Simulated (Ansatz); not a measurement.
# InSb3 (Pm-3m) in Ansatz: a series of runs, part 2 of 2

Ansatz 0.2.0. Earlier steps stand in the parts before.

## 3. Single point, LDA, 26.09 Å³/atom (volume scaled by 0.94)

input.yaml

```yaml
crystal:
  lattice:
    - [4.7082503466, 0.0, 0.0]
    - [0.0, 4.7082503466, 0.0]
    - [0.0, 0.0, 4.7082503466]
  atoms:
    - { symbol: Sb, position: [0.5, 0.5, 0.0] }
    - { symbol: Sb, position: [0.0, 0.5, 0.5] }
    - { symbol: Sb, position: [0.5, 0.0, 0.5] }
    - { symbol: In, position: [0.0, 0.0, 0.0] }
hamiltonian:
  xc: lda
  pseudopotentials: { kind: paw }
kpoints:
  mp_grid: { grid: [6, 6, 6] }
scf:
  occupations: { method: fermi_dirac, width: 0.05 }
output:
  forces: true
  stress: true
  eigenvalues: true
```

Potentials or basis: Ansatz PAW.

Run with:

```
> ansatz run input.yaml --threads 2 --pin off --max-ram 5632MiB --backend cpu --events-out ev --progress --plain --runs-dir out
```

What it wrote:

```text
Warning: RAYON_NUM_THREADS=2 ignored (pool sized by the plan → 2); use --threads N
Engine: ansatz 0.2.0, aarch64-unknown-linux-gnu
Pseudopotentials: kind: paw
Pseudopotential: Sb, paw, valence charge 15, recommended cutoff 420 eV (normal), Sb.paw.azcp
Pseudopotential: In, paw, valence charge 13, recommended cutoff 420 eV (normal), In.paw.azcp
Functional definition: SPW92
  exchange = slater_x
[... 58 lines left out ...]
       -0.000000      -0.649687       0.000000
        0.000000      -0.000000      -0.649687
  P = ⅓ Tr σ = -0.6497 GPa (-6.497 kbar)
--- Band table (eV; the first three rows and the last of 20) ---
  k-point 0: bands = ["-17.7906", "-17.7906", "-17.7906", "-17.7767", "-17.7415", "-17.7415", "-17.7181", "-17.7181", "-17.7181", "-17.7059", "-17.7059", "-17.6736", "-17.6639", "-17.6639", "-17.6639", "-3.0924", "-3.0924", "-3.0696", "-3.0696", "-3.0696", "-1.2567", "3.8735", "3.8735", "6.8467", "6.8467", "6.8467", "7.7044", "11.8505", "11.8505", "11.8505", "13.1639", "13.1639", "13.1639", "16.3165", "16.3165"]
  k-point 1: bands = ["-17.7897", "-17.7825", "-17.7825", "-17.7724", "-17.7412", "-17.7374", "-17.7190", "-17.7182", "-17.7182", "-17.7097", "-17.7058", "-17.6775", "-17.6723", "-17.6723", "-17.6639", "-3.0906", "-3.0875", "-3.0739", "-3.0739", "-3.0696", "-1.0775", "3.0912", "3.9119", "6.7319", "7.0563", "7.0563", "8.9795", "11.3120", "11.3799", "11.3799", "12.3132", "12.9511", "12.9511", "16.5745", "16.9331"]
  k-point 2: bands = ["-17.7879", "-17.7613", "-17.7605", "-17.7605", "-17.7405", "-17.7270", "-17.7208", "-17.7199", "-17.7188", "-17.7188", "-17.7056", "-17.6947", "-17.6947", "-17.6874", "-17.6639", "-3.0869", "-3.0823", "-3.0823", "-3.0780", "-3.0695", "-0.5574", "1.7583", "3.9933", "6.8996", "7.6598", "7.6598", "10.1067", "10.1067", "10.5279", "10.6931", "11.6924", "13.2921", "13.2921", "15.8762", "16.2674"]
  k-point 19: bands = ["-17.7591", "-17.7591", "-17.7591", "-17.7562", "-17.7562", "-17.7562", "-17.7499", "-17.7091", "-17.7091", "-17.7091", "-17.7086", "-17.7086", "-17.6726", "-17.6726", "-17.6726", "-3.1160", "-3.1160", "-3.1160", "-3.0492", "-3.0492", "2.2325", "2.2325", "2.2325", "5.4481", "6.1038", "6.1038", "6.1038", "6.3806", "15.1327", "15.1327", "15.2056", "15.2056", "15.2056", "18.0110", "18.0110"]
```

Wall time 1.7 s (2 threads of Arm Neoverse V2, shared host); peak memory 0.38 GiB.

What came out:

```
Free energy            : -24463.9462 eV
Pressure               : -0.6 GPa
Band gap on the k mesh : none (metal or under the smearing width)
```

Caveat: the PAW data sets come from PBE, with cores solved anew for the run's functional, which leaves a small shift of forces and pressure.

## 4. Single point, LDA, 26.65 Å³/atom (volume scaled by 0.96)

input.yaml: that of step 3 with these lines changed.

```diff
@@ -2,5 +2,5 @@
   lattice:
-    - [4.7082503466, 0.0, 0.0]
-    - [0.0, 4.7082503466, 0.0]
-    - [0.0, 0.0, 4.7082503466]
+    - [4.7414081316, 0.0, 0.0]
+    - [0.0, 4.7414081316, 0.0]
+    - [0.0, 0.0, 4.7414081316]
   atoms:
@@ -21 +21,5 @@
   eigenvalues: true
+  write_density: true
+  write_potential: true
+  elf: true
+  volumetric_format: npy
```

Run with:

```
> ansatz run input.yaml --threads 2 --pin off --max-ram 5632MiB --backend cpu --events-out ev --progress --plain --runs-dir out
```

It took 2.3 s on 2 threads of Arm Neoverse V2, shared host; peak memory 0.38 GiB.

The run converged. Its results:

- Free energy: -24463.9287 eV
- Pressure: -1.9 GPa
- Band gap on the k mesh: none (metal or under the smearing width)

Caveat: the PAW data sets come from PBE, with cores solved anew for the run's functional, which leaves a small shift of forces and pressure.

## 5. Single point, LDA, 27.20 Å³/atom (volume scaled by 0.98)

input.yaml: that of step 4 with these lines changed.

```diff
@@ -2,5 +2,5 @@
   lattice:
-    - [4.7414081316, 0.0, 0.0]
-    - [0.0, 4.7414081316, 0.0]
-    - [0.0, 0.0, 4.7414081316]
+    - [4.7741085314, 0.0, 0.0]
+    - [0.0, 4.7741085314, 0.0]
+    - [0.0, 0.0, 4.7741085314]
   atoms:
@@ -21,5 +21 @@
   eigenvalues: true
-  write_density: true
-  write_potential: true
-  elf: true
-  volumetric_format: npy
```

Run with:

```
> ansatz run input.yaml --threads 2 --pin off --max-ram 5632MiB --backend cpu --events-out ev --progress --plain --runs-dir out
```

Run time: 1.8 s. Hardware: 2 threads of Arm Neoverse V2, shared host; peak memory 0.38 GiB.

Results (log left out):

```yaml
Free_energy: -24463.8956 eV
Pressure: -2.9 GPa
Band_gap_on_the_k_mesh: none (metal or under the smearing width)
```

Caveat: the PAW data sets come from PBE, with cores solved anew for the run's functional, which leaves a small shift of forces and pressure.

## 6. Single point, LDA, 27.76 Å³/atom

input.yaml: that of step 5 with these lines changed.

```diff
@@ -2,5 +2,5 @@
   lattice:
-    - [4.7741085314, 0.0, 0.0]
-    - [0.0, 4.7741085314, 0.0]
-    - [0.0, 0.0, 4.7741085314]
+    - [4.806367, 0.0, 0.0]
+    - [0.0, 4.806367, 0.0]
+    - [0.0, 0.0, 4.806367]
   atoms:
```

Potentials or basis: Ansatz PAW.

Run with:

```
> ansatz run input.yaml --threads 2 --pin off --max-ram 5632MiB --backend cpu --events-out ev --progress --plain --runs-dir out
```

It took 2 s on 2 threads of Arm Neoverse V2, shared host; peak memory 0.39 GiB.

It converged, with:

- Free energy: -24463.8487 eV
- Pressure: -3.8 GPa
- Band gap on the k mesh: none (metal or under the smearing width)

Caveat: the PAW data sets come from PBE, with cores solved anew for the run's functional, which leaves a small shift of forces and pressure.

## 7. Single point, LDA, 28.31 Å³/atom (volume scaled by 1.02)

input.yaml: that of step 6 with these lines changed.

```diff
@@ -2,5 +2,5 @@
   lattice:
-    - [4.806367, 0.0, 0.0]
-    - [0.0, 4.806367, 0.0]
-    - [0.0, 0.0, 4.806367]
+    - [4.8381981727, 0.0, 0.0]
+    - [0.0, 4.8381981727, 0.0]
+    - [0.0, 0.0, 4.8381981727]
   atoms:
```

Run with:

```
> ansatz run input.yaml --threads 2 --pin off --max-ram 5632MiB --backend cpu --events-out ev --progress --plain --runs-dir out
```

Wall time 2 s (2 threads of Arm Neoverse V2, shared host); peak memory 0.39 GiB.

The run converged. Its results:

```yaml
Free_energy: -24463.7897 eV
Pressure: -4.6 GPa
Band_gap_on_the_k_mesh: none (metal or under the smearing width)
```

Caveat: the PAW data sets come from PBE, with cores solved anew for the run's functional, which leaves a small shift of forces and pressure.

## 8. Single point, LDA, 28.87 Å³/atom (volume scaled by 1.04)

input.yaml: that of step 7 with these lines changed.

```diff
@@ -2,5 +2,5 @@
   lattice:
-    - [4.8381981727, 0.0, 0.0]
-    - [0.0, 4.8381981727, 0.0]
-    - [0.0, 0.0, 4.8381981727]
+    - [4.8696159243, 0.0, 0.0]
+    - [0.0, 4.8696159243, 0.0]
+    - [0.0, 0.0, 4.8696159243]
   atoms:
```

Run with:

```
> ansatz run input.yaml --threads 2 --pin off --max-ram 5632MiB --backend cpu --events-out ev --progress --plain --runs-dir out
```

Run time: 2.1 s. Hardware: 2 threads of Arm Neoverse V2, shared host; peak memory 0.39 GiB.

The run converged. Its results:

```
Free energy            : -24463.7205 eV
Pressure               : -5.3 GPa
Band gap on the k mesh : none (metal or under the smearing width)
```

Caveat: the PAW data sets come from PBE, with cores solved anew for the run's functional, which leaves a small shift of forces and pressure.

## 9. Single point, LDA, 29.42 Å³/atom (volume scaled by 1.06)

input.yaml: that of step 8 with these lines changed.

```diff
@@ -2,5 +2,5 @@
   lattice:
-    - [4.8696159243, 0.0, 0.0]
-    - [0.0, 4.8696159243, 0.0]
-    - [0.0, 0.0, 4.8696159243]
+    - [4.9006334225, 0.0, 0.0]
+    - [0.0, 4.9006334225, 0.0]
+    - [0.0, 0.0, 4.9006334225]
   atoms:
```

Potentials or basis: Ansatz PAW.

Run with:

```
> ansatz run input.yaml --threads 2 --pin off --max-ram 5632MiB --backend cpu --events-out ev --progress --plain --runs-dir out
```

Run time: 2.2 s. Hardware: 2 threads of Arm Neoverse V2, shared host; peak memory 0.39 GiB.

Results (log left out):

```
Free energy            : -24463.6422 eV
Pressure               : -5.9 GPa
Band gap on the k mesh : none (metal or under the smearing width)
```

Caveat: the PAW data sets come from PBE, with cores solved anew for the run's functional, which leaves a small shift of forces and pressure.

## 10. Equation of state, LDA

This step only gathers the single runs of the series.

Results:

```
Equilibrium volume : 25.83 Å³/atom (rough: see the caveat)
Bulk modulus       : 65 GPa (rough)
```

Energy against volume, from the lowest point:
```
volume (Å³/atom)  energy (meV/atom)
          26.093               0.00
          26.648               4.38
          27.203              12.67
          27.758              24.39
          28.313              39.12
          28.868              56.44
          29.424              76.00
```

Caveat: the minimum lies outside the volumes run. Spin-orbit coupling is left out, which matters for the levels of Sb.

## 11. Band structure, r2SCAN

input.yaml

```yaml
crystal:
  lattice:
    - [4.806367, 0.0, 0.0]
    - [0.0, 4.806367, 0.0]
    - [0.0, 0.0, 4.806367]
  atoms:
    - { symbol: Sb, position: [0.5, 0.5, 0.0] }
    - { symbol: Sb, position: [0.0, 0.5, 0.5] }
    - { symbol: Sb, position: [0.5, 0.0, 0.5] }
    - { symbol: In, position: [0.0, 0.0, 0.0] }
hamiltonian:
  xc: r2scan
  pseudopotentials: { kind: paw }
kpoints:
  mp_grid: { grid: [6, 6, 6] }
  band_path:
    path:
      - [[0.0, 0.0, 0.0], [0.0, 0.5, 0.0], [0.5, 0.5, 0.0], [0.0, 0.0, 0.0], [0.5, 0.5, 0.5], [0.0, 0.5, 0.0]]
      - [[0.5, 0.5, 0.0], [0.5, 0.5, 0.5]]
    npoints: 14
scf:
  occupations: { method: fermi_dirac, width: 0.05 }
  n_extra_bands: 10
output:
  forces: true
  stress: true
  eigenvalues: true
  fatbands: false
  write_density: true
  write_potential: true
  elf: true
  volumetric_format: npy
```

Run with:

```
> ansatz run input.yaml --threads 2 --pin off --max-ram 5632MiB --backend cpu --events-out ev --progress --plain --runs-dir out
```

Wall time 12 s (2 threads of Arm Neoverse V2, shared host); peak memory 0.65 GiB.

The run converged. Its results:

```yaml
Free_energy: -25108.0614 eV
Pressure: -0.6 GPa
Band_gap_on_the_k_mesh: none (metal or under the smearing width)
```

Levels at the corners of the path, in eV from the Fermi level:
| point | band 26 | band 27 | band 28 | band 29 | band 30 | band 31 | band 32 | band 33 |
| --- | --- | --- | --- | --- | --- | --- | --- | --- |
| Γ | -4.57 | -3.54 | 0.41 | 0.41 | 0.41 | 1.87 | 1.87 | 1.87 |
| X | -3.11 | -2.24 | -2.24 | -1.14 | -0.77 | 2.15 | 2.28 | 2.28 |
| M | -1.61 | -1.61 | -1.44 | -1.23 | -1.23 | -0.41 | 1.17 | 3.46 |
| Γ | -4.57 | -3.54 | 0.41 | 0.41 | 0.41 | 1.87 | 1.87 | 1.87 |
| R | -5.23 | -5.23 | -4.87 | 3.71 | 3.71 | 3.75 | 3.75 | 3.75 |
| X | -3.11 | -2.24 | -2.24 | -1.14 | -0.77 | 2.15 | 2.28 | 2.28 |
| M | -1.61 | -1.61 | -1.44 | -1.23 | -1.23 | -0.41 | 1.17 | 3.46 |
| R | -5.23 | -5.23 | -4.87 | 3.71 | 3.71 | 3.75 | 3.75 | 3.75 |

Caveat: spin-orbit coupling is left out, which moves the levels of the heavy elements; the PAW data sets come from PBE, with cores solved anew for the run's functional, which leaves a small shift of forces and pressure.

## 12. Summary

| task | level | cutoff (eV) | points for each segment of the path | gap on the mesh (eV) | pressure (GPa) |
| --- | --- | --- | --- | --- | --- |
| band structure | LDA | 420 | 14 | none | -3.8 |
| equation of state | LDA | 420 | - | - | - |
| band structure | r2SCAN | 500 | 14 | none | -0.6 |

Alike in all rows: potentials or basis Ansatz PAW; no spin polarisation; cell as given; k mesh 6 × 6 × 6; smearing fermi-dirac 0.05 eV.

Caveats: spin-orbit coupling is left out, which moves the levels of the heavy elements (some runs); the PAW data sets come from PBE, with cores solved anew for the run's functional, which leaves a small shift of forces and pressure (some runs); the minimum lies outside the volumes run (some runs).

Absolute energies hang on the potentials; compare differences alone.
